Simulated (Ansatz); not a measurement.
# FH₂OSSi radical: small, medium and large basis sets

One table from this session's results is given with a row withheld; the runs are named, their logs left out.

Method: one geometry, several basis sets; program: Ansatz 0.2.0, Gaussian basis.

Levels to be run: PBE0-D4/def2-SVP; ωB97M-V/def2-SVP; PBE0-D4/def2-QZVPP; ωB97M-V/def2-QZVPP; CCSD(T)/cc-pV(D+d)Z; CCSD(T)/cc-pV(T+d)Z; CCSD(T)/cc-pV(Q+d)Z; the functionals' def2-TZVPP values are taken from earlier runs.

### The relaxed structure

All runs share one geometry, relaxed beforehand with PBE0-D4 in a triple-zeta def2 set.

SMILES `O[SiH](F)[S]`, 6 atoms, charge 0, spin multiplicity 2.

Atoms are counted from 1 here; the program's logs count them from 0.

Bond lengths: O1–Si2 1.625 Å, O1–H5 0.960 Å, Si2–F3 1.592 Å, Si2–S4 2.123 Å, Si2–H6 1.470 Å. Angles: Si2–O1–H5 118.3°, O1–Si2–F3 112.7°, O1–Si2–S4 109.7°, O1–Si2–H6 106.2°, F3–Si2–S4 105.0°, F3–Si2–H6 107.9°, S4–Si2–H6 115.5°.

Coordinates:

```xyz
6

O    -0.2019    0.4112   -1.2378
Si   -0.1774    0.0296    0.3417
F     0.8031    0.9597    1.1833
S     0.5824   -1.9371    0.5919
H     0.5797    0.2246   -1.7625
H    -1.5437    0.2481    0.8373
```

Set-up of the first run:

Input file in.yaml:

```yaml
crystal:
  periodic: [false, false, false]
  atoms:
    - {symbol: O, position_ang: [-0.201903, 0.411179, -1.237751]}
    - {symbol: Si, position_ang: [-0.177437, 0.029599, 0.341705]}
    - {symbol: F, position_ang: [0.803051, 0.959706, 1.183293]}
    - {symbol: S, position_ang: [0.582359, -1.937052, 0.591917]}
    - {symbol: H, position_ang: [0.579731, 0.224572, -1.762508]}
    - {symbol: H, position_ang: [-1.543702, 0.248097, 0.837344]}
basis:
  gaussian: {orbitals: def2-SVP}
magnetization: {spin_polarized: true, initial_magnetization: 1}
hamiltonian: {xc: pbe0, dispersion: d4}
output: {orbitals: {seedname: orbitals}}
```

On the command line:

```sh
$ ansatz run in.yaml --threads 2 --pin off --events-out ev --progress --plain --max-ram 32768MiB --backend cpu
```

Steps of the session up to this table: PBE0-D4 in def2-SVP; ωB97M-V in def2-SVP; PBE0-D4 in def2-QZVPP; ωB97M-V in def2-QZVPP.

One table of the session follows, with a row left open; its other results are not shown here.

It belongs to the step «Density functionals: the series». 

| functional | basis | HOMO (eV) | LUMO (eV) |
| --- | --- | --- | --- |
| PBE0-D4 | def2-SVP | -7.66 | -4.84 |
| PBE0-D4 | def2-TZVPP | -7.83 | -4.92 |
| PBE0-D4 | def2-QZVPP | ? | ? |
| ωB97M-V | def2-SVP | -9.83 | -2.71 |
| ωB97M-V | def2-TZVPP | -10.03 | -2.90 |
| ωB97M-V | def2-QZVPP | -10.08 | -2.95 |

Q: Estimate the row for PBE0-D4, def2-QZVPP from the others.

As computed: HOMO (eV): -7.87; LUMO (eV): -4.95. In the column «HOMO (eV)» it lies between ωB97M-V, def2-SVP (-9.83) and PBE0-D4, def2-TZVPP (-7.83).
